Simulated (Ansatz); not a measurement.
# NbSnS4: what a guessed cell relaxes into, part 1 of 2

Aim: relax a trial structure of NbSnS4 and see where it ends.

Program: Ansatz 0.2.0. Level of theory: DFT PBE, scalar-relativistic, plane waves, PAW. These are calculated values, not measurements.

1 further run of the same task is left out (set aside as unsound or not needed).

## 1. Starting point

The structure is cubic, space group F-43m (No. 216). Conventional cell: a = 8.010 Å, b = 8.010 Å, c = 8.010 Å, α = 90.00°, β = 90.00°, γ = 90.00°. Nb (site symmetry -43m) has 12 S at 3.33 Å and 4 Sn at 3.47 Å as nearest neighbours. Around Sn (site symmetry -43m) lie 12 S at 3.32 Å and 4 Nb at 3.47 Å. S (site symmetry 3m) has 6 S at 2.79 to 2.88 Å and 3 Sn at 3.32 Å and 3 Nb at 3.33 Å as nearest neighbours.

Structure file:

```cif
data_structure
_symmetry_space_group_name_H-M 'F-43m'
_symmetry_Int_Tables_number 216
_cell_length_a 8.0102
_cell_length_b 8.0102
_cell_length_c 8.0102
_cell_angle_alpha 90.000
_cell_angle_beta 90.000
_cell_angle_gamma 90.000
_cell_volume 513.97
loop_
_atom_site_label
_atom_site_type_symbol
_atom_site_symmetry_multiplicity
_atom_site_Wyckoff_symbol
_atom_site_fract_x
_atom_site_fract_y
_atom_site_fract_z
_atom_site_occupancy
Nb1 Nb 4 a 0.00000 0.00000 0.00000 1
Sn1 Sn 4 c 0.25000 0.25000 0.25000 1
S1 S 16 e 0.62300 0.12300 0.12300 1
```

A structure generator made this guess: species swapped into a database cell of LuNi4Sn (F-43m, No. 216), with Nb on the Lu sites and S on the Ni sites. The dimensions are guesses.

## 2. The guess as it stands, on a coarse mesh

input.yaml

```yaml
crystal:
  lattice:
    - [0.0, 4.00512197, 4.00512197]
    - [4.00512197, 0.0, 4.00512197]
    - [4.00512197, 4.00512197, 0.0]
  atoms:
    - { symbol: Nb, position: [0.0, 0.0, 0.0] }
    - { symbol: Sn, position: [0.75, 0.75, 0.75] }
    - { symbol: S, position: [0.37699999, 0.37699999, 0.86900002] }
    - { symbol: S, position: [0.37699999, 0.86900002, 0.37699999] }
    - { symbol: S, position: [0.86900002, 0.37699999, 0.37699999] }
    - { symbol: S, position: [0.37699999, 0.37699999, 0.37699999] }
basis:
  ecutwfc: 420
kpoints:
  mp_grid: { grid: [4, 4, 4] }
hamiltonian:
  xc: pbe
scf:
  occupations: { method: gaussian, width: 0.1 }
  lower_state_search: "off"
output:
  forces: true
  stress: true
  eigenvalues: true
```

Launch:

```console
> ansatz run input.yaml --threads 1 --pin off --max-ram 2560MiB --backend cpu --events-out ev --progress --plain --runs-dir out
```

The program printed (excerpt; [...] marks lines left out):

```text
[...]
SCF converged after 6 iterations
Free energy (F): -14178.720189 eV
[...]
E sigma→0 (E₀):  -14178.686599 eV
Entropy (-TS):   -0.067180 eV (-11.197 meV/atom)
Fermi energy:    9.043343 eV
[...]
--- Forces (eV/Å), atoms counted from 1 ---
  atom   1  Nb    -0.00000000     0.00000000    -0.00000000
  atom   2  Sn     0.00000000     0.00000000    -0.00000000
  atom   3  S      0.18675033     0.18675033    -0.18675033
  atom   4  S      0.18675033    -0.18675033     0.18675033
  atom   5  S     -0.18675033     0.18675033     0.18675033
  atom   6  S     -0.18675033    -0.18675033    -0.18675033
[...]
--- Stress (GPa, compression-positive) ---
       -9.486231      -0.000000       0.000000
        0.000000      -9.486231      -0.000000
        0.000000      -0.000000      -9.486231
  P = ⅓ Tr σ = -9.4862 GPa (-94.862 kbar)
--- Band table (eV; the first three rows and the last of 8) ---
[...]
```

Run time: 2.8 s. Hardware: 1 thread of AMD EPYC 7R43 (Zen 3), shared host; peak memory 0.41 GiB.

From the probe: pressure -9.5 GPa, largest force 0.32 eV/Å, gap on this mesh none (metal). A cheap, loose relaxation comes first.

## 3. A loose first relaxation

input.yaml: that of step 2 with these lines changed.

```diff
@@ -25 +25,9 @@
   eigenvalues: true
+  populations: true
+magnetization:
+  spin_polarized: true
+relax:
+  adjacent_minimum: "off"
+  f_tol: 0.04
+  max_steps: 70
+  cell: { stress_tol: 0.4 }
```

Launch:

```console
> ansatz run input.yaml --threads 1 --pin off --max-ram 2560MiB --backend cpu --events-out ev --progress --plain --runs-dir out
```

The program printed:

```text
Warning: RAYON_NUM_THREADS=1 ignored (pool sized by the plan → 1); use --threads N
band count auto-derived: 33 (N_el = 51.0; filled up to band 26; 32 by the electrons, moments and atoms)
Engine: ansatz 0.2.0, x86_64-unknown-linux-gnu
Pseudopotentials: kind: paw
Pseudopotential: Nb, paw, valence charge 13, recommended cutoff 420 eV (normal), Nb.paw.azcp
Pseudopotential: Sn, paw, valence charge 14, recommended cutoff 420 eV (normal), Sn.paw.azcp
Pseudopotential: S, paw, valence charge 6, recommended cutoff 420 eV (normal), S.paw.azcp
Functional definition: PBE
  parameter kappa = 0.804
  parameter beta = 0.06672455060314922
  exchange = pbe_x(kappa = kappa, mu = beta*pi^2/3)
  correlation = pbe_c(beta = beta)
Crystal: 6 atoms, lattice volume = 128.492 Å³
Basis set: ecut = 420 eV, 2565 PW (Γ), exchange–correlation on 80×80×80 points (8 copies of the dense FFT grid, shifted against one another)
Bands: 33, of which v1, the nominal top of the filled ones, is band 26 counted from 1 (25 counted from 0)
Symmetry: 24 space group operations
Space group: F-43m (ITA 216), of the structure as read, at distance tolerance 5.0e-5 Å
k-points: 8 of 64 (time reversal used)
Non-local potential: Nb, projectors of the file, l = 0: 3, l = 1: 2, l = 2: 2, l = 3: 1
Non-local potential: Sn, projectors of the file, l = 0: 2, l = 1: 2, l = 2: 2, l = 3: 2
Non-local potential: S, projectors of the file, l = 0: 2, l = 1: 2, l = 2: 2
PAW form: soft (Blöchl's): semilocal exchange-correlation on the pseudo side does not see the compensation charge
PAW one-centre angular grid: Nb, 590 points (default); XC on 64 Gauss nodes
PAW one-centre angular grid: Sn, 590 points (default); XC on 64 Gauss nodes
PAW one-centre angular grid: S, 110 points (default); XC on 64 Gauss nodes
Initial density: superposition of atomic densities (chi_scale 0.1, normalization cell, long waves kept (reshape's long-wave potential 0.01 eV rms))
Initial wavefunctions: pseudopotential atomic-orbital guess
Functional: x = pbe(κ = 0.804, μ = 0.2195149727645171), c = pbe(β = 0.06672455060314922)
SCF iter   1: F=—  HF=-14179.482340 eV  |F-HF|=—  |Δ(HF+E_count)|=         —  Δρ=2.35e-2 (↑2.35e-2 ↓2.35e-2)  dr2=8.50e0  dr2_m=0.00e0  M=0.000 μB ∫|m|=0.000 μB  β_m=0.30  ethr=3.10e-3  ⟨swp⟩=6.4  Hψ=1126  notcnv=0
preconditioner: auto → Kerker (q_TF=auto, 2.339 Å⁻¹)  [metal: Δε(μ)=0.105 eV  Ē_g=6.315 eV  σ=0.100 eV  W_gap=0.44  n_scr=26 (ndim 8)  ℏωp=18.8 eV  f_vac=0.000  D(μ)=9.91/eV (n_scr^D=112)]
spin=Collinear: Kerker preconditioning applied to the charge; magnetization (m = ρ↑ − ρ↓) channel mixes plain (no charge-response kernel on spin).
SCF iter   2: F=—  HF=-14178.992675 eV  |F-HF|=—  |Δ(HF+E_count)|=   4.90e-1  Δρ=1.39e-2 (↑1.39e-2 ↓1.39e-2)  dr2=2.07e0  dr2_m=0.00e0  M=0.000 μB ∫|m|=0.000 μB  β_m=0.28  ethr=3.10e-3  ⟨swp⟩=2.0  Hψ=372  notcnv=0  defer=7
SCF iter   3: F=—  HF=-14174.233702 eV  |F-HF|=—  |Δ(HF+E_count)|=    4.76e0  Δρ=5.75e-2 (↑5.75e-2 ↓4.89e-2)  dr2=1.72e0  dr2_m=3.21e0  M=8.094 μB ∫|m|=8.096 μB  ethr=3.10e-3  ⟨swp⟩=2.0  Hψ=313  notcnv=0  defer=7
Mixer restart at iter 3: flushing history
SCF iter   4: F=—  HF=-14178.256454 eV  |F-HF|=—  |Δ(HF+E_count)|=         —  Δρ=2.23e-2 (↑2.23e-2 ↓1.95e-2)  dr2=1.02e0  dr2_m=4.22e-1  M=4.675 μB ∫|m|=4.676 μB  β_m=0.28  ethr=3.10e-3  ⟨swp⟩=4.4  Hψ=1288  notcnv=0  defer=11
SCF iter   5: F=—  HF=-14178.428395 eV  |F-HF|=—  |Δ(HF+E_count)|=   1.72e-1  Δρ=2.00e-2 (↑2.00e-2 ↓1.82e-2)  dr2=1.96e-1  dr2_m=3.98e-1  M=4.034 μB ∫|m|=4.036 μB  β_m=0.47  ethr=2.00e-3  ⟨swp⟩=1.9  Hψ=675  notcnv=0  defer=17
SCF iter   6: F=—  HF=-14178.674873 eV  |F-HF|=—  |Δ(HF+E_count)|=   2.46e-1  Δρ=1.26e-2 (↑1.26e-2 ↓1.18e-2)  dr2=7.15e-2  dr2_m=1.62e-1  M=3.703 μB ∫|m|=3.705 μB  β_m=0.38  ethr=3.84e-4  ⟨swp⟩=1.8  Hψ=582  notcnv=0  defer=18
SCF iter   7: F=—  HF=-14178.837607 eV  |F-HF|=—  |Δ(HF+E_count)|=   1.63e-1  Δρ=6.33e-3 (↑6.33e-3 ↓5.45e-3)  dr2=3.73e-2  dr2_m=3.75e-2  M=3.237 μB ∫|m|=3.253 μB  β_m=0.76  ethr=1.40e-4  ⟨swp⟩=2.1  Hψ=756  notcnv=0  defer=18
SCF iter   8: F=—  HF=-14178.892882 eV  |F-HF|=—  |Δ(HF+E_count)|=   5.53e-2  Δρ=1.65e-3 (↑1.65e-3 ↓1.62e-3)  dr2=1.59e-2  dr2_m=1.28e-3  M=2.817 μB ∫|m|=3.030 μB  β_m=0.88  ethr=7.32e-5  ⟨swp⟩=2.0  Hψ=794  notcnv=0  defer=18
SCF iter   9: F=—  HF=-14178.892575 eV  |F-HF|=—  |Δ(HF+E_count)|=   3.07e-4  Δρ=5.98e-4 (↑5.98e-4 ↓3.20e-4)  dr2=6.16e-4  dr2_m=1.75e-4  M=2.843 μB ∫|m|=2.996 μB  β_m=0.87  ethr=3.11e-5  ⟨swp⟩=1.8  Hψ=677  notcnv=0  defer=18
SCF iter  10: F=—  HF=-14178.892735 eV  |F-HF|=—  |Δ(HF+E_count)|=   1.59e-4  Δρ=1.60e-4 (↑1.60e-4 ↓1.12e-4)  dr2=8.48e-5  dr2_m=1.55e-5  M=2.826 μB ∫|m|=2.986 μB  β_m=0.94  ethr=1.21e-6  ⟨swp⟩=2.1  Hψ=694  notcnv=0  defer=19
SCF iter  11: F=—  HF=-14178.892783 eV  |F-HF|=—  |Δ(HF+E_count)|=   4.85e-5  Δρ=6.36e-5 (↑5.62e-5 ↓6.36e-5)  dr2=2.97e-5  dr2_m=2.17e-6  M=2.819 μB ∫|m|=2.976 μB  β_m=0.97  ethr=1.66e-7  ⟨swp⟩=2.0  Hψ=742  notcnv=0  defer=19
SCF iter  12: F=—  HF=-14178.892786 eV  |F-HF|=—  |Δ(HF+E_count)|=   2.74e-6  Δρ=2.36e-5 (↑1.13e-5 ↓2.36e-5)  dr2=2.29e-6  dr2_m=2.06e-7  M=2.817 μB ∫|m|=2.972 μB  β_m=0.98  ethr=5.82e-8  ⟨swp⟩=2.3  Hψ=700  notcnv=0  defer=19
iter 13 did not close the SCF: its close was put off for a magnetic moment that had not settled (scf_convergence_deferred on its scf_iter line)
SCF iter  13: F=-14178.892787 eV  HF=-14178.892787 eV  |F-HF|=3.64e-8  |Δ(HF+E_count)|=   3.69e-7  Δρ=6.87e-6 (↑6.87e-6 ↓4.66e-6)  dr2=8.13e-8  dr2_m=3.17e-8  M=2.817 μB ∫|m|=2.971 μB  β_m=0.99  ethr=1.96e-10  ⟨swp⟩=6.8  Hψ=2488  notcnv=0
iter 14 did not close the SCF: its close was put off for a magnetic moment that had not settled (scf_convergence_deferred on its scf_iter line)
SCF iter  14: F=-14178.892787 eV  HF=-14178.892787 eV  |F-HF|=2.80e-10  |Δ(HF+E_count)|=   3.77e-8  Δρ=2.34e-6 (↑1.72e-6 ↓2.34e-6)  dr2=7.79e-9  dr2_m=4.09e-9  M=2.817 μB ∫|m|=2.971 μB  β_m=1.00  ethr=1.59e-10  ⟨swp⟩=2.1  Hψ=1797  notcnv=0
SCF iter  15: F=-14178.892787 eV  HF=-14178.892787 eV  |F-HF|=1.56e-10  |Δ(HF+E_count)|=   1.01e-8  Δρ=6.18e-7 (↑6.18e-7 ↓3.81e-7)  dr2=3.90e-10  dr2_m=2.45e-10  M=2.817 μB ∫|m|=2.971 μB  ethr=1.53e-11  ⟨swp⟩=1.1  Hψ=1476  notcnv=0
SCF 1 converged in 15 iterations: F = -14178.892787 eV  dr2 = 3.90e-10
relax step   1: F+E_penalty+E_count = -14178.89278659 eV  Δ(F+E_penalty+E_count) = +0.000e0 eV  max|allowed force component| = 1.918e-1 eV/Å  Δτ_max = 0.0000 Å  P = -7.822 GPa  Ω = 128.492 Å³  (15 SCF iters, dr2 threshold 1.00e-7 eV, accepted)
[... 20 lines left out ...]
relax step   2: F+E_penalty+E_count = -14179.50847353 eV  Δ(F+E_penalty+E_count) = -6.157e-1 eV  max|allowed force component| = 1.648e-2 eV/Å  Δτ_max = 0.0474 Å  P = -1.488 GPa  Ω = 110.602 Å³  energy of the carried Pulay correction = +1.649e-3 eV  (11 SCF iters, dr2 threshold 6.00e-7 eV, accepted)
[... 15 lines left out ...]
relax step   3: F+E_penalty+E_count = -14179.51644796 eV  Δ(F+E_penalty+E_count) = -7.974e-3 eV  max|allowed force component| = 1.408e-2 eV/Å  Δτ_max = 0.0045 Å  P = +0.870 GPa  Ω = 107.113 Å³  energy of the carried Pulay correction = +2.000e-3 eV  (8 SCF iters, dr2 threshold 6.00e-7 eV, accepted)
[... 16 lines left out ...]
relax step   4: F+E_penalty+E_count = -14179.51965323 eV  Δ(F+E_penalty+E_count) = -3.205e-3 eV  max|allowed force component| = 9.002e-4 eV/Å  Δτ_max = 0.0022 Å  P = -0.036 GPa  Ω = 108.373 Å³  energy of the carried Pulay correction = +1.872e-3 eV  (8 SCF iters, dr2 threshold 6.00e-7 eV, accepted)
[... 11 lines left out ...]
relax step   5: F+E_penalty+E_count = -14179.51799434 eV  Δ(F+E_penalty+E_count) = +1.659e-3 eV  max|allowed force component| = 9.429e-4 eV/Å  Δτ_max = 0.0000 Å  P = -0.038 GPa  Ω = 108.373 Å³  stress off target by 3.82e-2 GPa  SCF on the basis re-selected at this cell (its energy is not comparable with the rows above)  (5 SCF iters)
basis re-selected at this cell: Δ(F+E_penalty+E_count) = +1.659e-3 eV, ΔP = -0.002 GPa vs the last step (what re-selecting the basis moved, of the pressure what is left beyond the Pulay correction that the steps carried, after the strain that the cell walked since its last selection, with what the two solves' SCF thresholds leave and, on support functions, any second-order correction that the steps lacked; it is no measure of the basis error at this ecutwfc). The dense FFT grid was sized anew with the basis: this SCF ran on 36×36×36 points, the steps before it on 40×40×40, so part of this shift can come from that change (see relax.cell in the input reference). This SCF's stress stands 3.82e-2 GPa from its target on what of the cell is left free (relax.cell.stress_tol is 4.00e-1 GPa) and its largest allowed force component is 9.43e-4 eV/Å (relax.f_tol is 4.00e-2 eV/Å): within both
SCF converged after 5 iterations
Magnetization: 1.6487 μB (26.3244 up, 24.6756 down)
Absolute magnetization: 1.6488 μB (∫|ρ↑−ρ↓|, with the PAW one-centre terms)
Spin contamination: 0.0596 ħ² per cell (⟨S²⟩ above its minimum at these occupations)
Per-site moments (μB) at R_I (Å): [(0.9766012900690225, 1.2928020518399719), (0.07107671226248206, 1.2957896503503825), (0.053963139753789705, 1.089742306963797), (0.053963139753789344, 1.089742306963797), (0.05396313975378967, 1.089742306963797), (0.053963139753789725, 1.089742306963797)]
Free energy (F): -14179.517994 eV
Harris-Foulkes:  -14179.517994 eV  (|F-HF|=8.08e-10)
Internal energy: -14179.486247 eV  (E = F + TS)
E sigma→0 (E₀):  -14179.502121 eV
Entropy (-TS):   -0.031748 eV (-5.291 meV/atom)
Fermi energy:    11.664303 eV
--- Per-component energies (eV) ---
  E_band       = -124.249523
  E_kinetic    = 997.058891
  E_local      = -1939.179474  (includes V_loc(G=0)·N_el)
  E_nonlocal   = 207.279168
  E_hartree    = 871.500711
  E_xc         = -942.390740
  E_vxc        = -653.378059  (∫ρ·V_xc dr)
  E_paw        = -9608.639788  (= ΣΔE_a)
  E_vpaw       = -479.031834  (= ΣTr[D̂ρ^β])
  E_aug_tail   = 0.000015  (compensation charges beyond the density's cutoff)
  E_ewald      = -3765.115029
  E_smearing   = -0.031748  (= −TS)
  E_closure    = -0.000000  (closes the sum)
  Σ components = -14179.517994   (vs F -14179.517994, Δ=0.00e0)
--- Forces (eV/Å), atoms counted from 1 ---
  atom   1  Nb    -0.00000000     0.00000000     0.00000000
  atom   2  Sn     0.00000000    -0.00000000     0.00000000
  atom   3  S      0.00094294     0.00094294    -0.00094294
  atom   4  S      0.00094294    -0.00094294     0.00094294
  atom   5  S     -0.00094294     0.00094294     0.00094294
  atom   6  S     -0.00094294    -0.00094294    -0.00094294
  max |Σ_I F_I| component: 1.72e-16 eV/Å
--- Stress (GPa, compression-positive) ---
       -0.038195       0.000000       0.000000
        0.000000      -0.038195      -0.000000
        0.000000      -0.000000      -0.038195
  P = ⅓ Tr σ = -0.0382 GPa (-0.382 kbar)
--- Band table (eV; the first three rows and the last of 16) ---
  k-point 0 ↑: bands = ["-44.5341", "-20.5939", "-20.5939", "-20.5939", "-9.9689", "-9.9689", "-9.9689", "-9.9614", "-9.9614", "-4.9242", "-0.4625", "-0.4625", "-0.4625", "3.0030", "5.0859", "5.0859", "5.0859", "5.2531", "6.4854", "6.4854", "10.6010", "10.6010", "10.6010", "12.3461", "12.3461", "12.3461", "12.6966", "12.6966", "12.8683", "12.8683", "12.8683", "13.7485", "13.7485"]
[... 3 lines left out ...]
--- Relaxed structure (4 steps of the walk, 4 accepted, 1 SCFs on fresh bases) ---
  F+E_penalty+E_count = -14179.51799434 eV   max|allowed force component| = 9.429e-4 eV/Å   (the final SCF, on the basis selected at the relaxed cell)
  cell:  # Å, volume = 108.3732 Å³
    - [-4.280112507632296e-33, 3.7841121429371616, 3.7841121429371616]
    - [3.7841121429371616, -7.171736136300542e-33, 3.7841121429371616]
    - [3.7841121429371616, 3.7841121429371616, -6.560291492353071e-33]
  atoms:
    - { symbol: Nb, position: [2.966699618781499e-17, 3.0000864341997264e-17, 3.044301405969811e-17] }
    - { symbol: Sn, position: [0.7499999999999999, 0.7499999999999999, 0.7499999999999999] }
    - { symbol: S, position: [0.3734129891686008, 0.3734129891686008, 0.8797610324941977] }
    - { symbol: S, position: [0.3734129891686008, 0.8797610324941977, 0.3734129891686008] }
    - { symbol: S, position: [0.8797610324941977, 0.3734129891686008, 0.3734129891686008] }
    - { symbol: S, position: [0.3734129891686008, 0.3734129891686008, 0.3734129891686008] }
--- Löwdin populations: 6 sites ---
  site symbol       q [e]    m [muB]
     0     Nb     12.6033     1.1981
     1     Sn     13.7315     0.1186
     2      S      6.0485     0.0671
     3      S      6.0485     0.0671
     4      S      6.0485     0.0671
     5      S      6.0485     0.0671
  spilling = 0.009240 (of n_electrons = 51.000000)
```

It took 39 s on 1 thread of AMD EPYC 7R43 (Zen 3), shared host; peak memory 0.46 GiB.

The steps of the relaxation:

```
step  energy from step 1 (eV/cell)  largest force component (eV/Å)  pressure (GPa)  volume (Å³)
   1                        0.0000                          0.1918           -7.82       128.49
   2                       -0.6157                          0.0165           -1.49       110.60
   3                       -0.6237                          0.0141            0.87       107.11
   4                       -0.6269                          0.0009           -0.04       108.37
   5                       -0.6252                          0.0009           -0.04       108.37
```

Step 1 is the start. Step 5 repeats the geometry before it on a plane-wave basis chosen anew for that cell, so its energy need not be comparable with the rows above.

Lengths and angles in the start's conventional setting:

|  | before | after | change |
| --- | --- | --- | --- |
| a (Å) | 8.010 | 7.568 | -5.5 % |
| b (Å) | 8.010 | 7.568 | -5.5 % |
| c (Å) | 8.010 | 7.568 | -5.5 % |
| volume (Å³/atom) | 21.42 | 18.06 | -15.7 % |
| shortest distance (Å) | 2.787 | 2.642 | -5.2 % |
| space group (0.01 Å) | F-43m | F-43m | same |

The run keeps the 24 symmetry operations of the start, so it could not have lowered the symmetry.

Per atom:

```tsv
atom	moment in the atom's sphere (μB)	Löwdin electrons
Nb1	0.98	12.60
Sn2	0.07	13.73
S3	0.05	6.05
S4	0.05	6.05
S5	0.05	6.05
S6	0.05	6.05
```

The Löwdin counts miss 0.47 of the 51 electrons, which the atomic orbitals do not span, so they are no charges.

(Continued in part 2 of 2.)
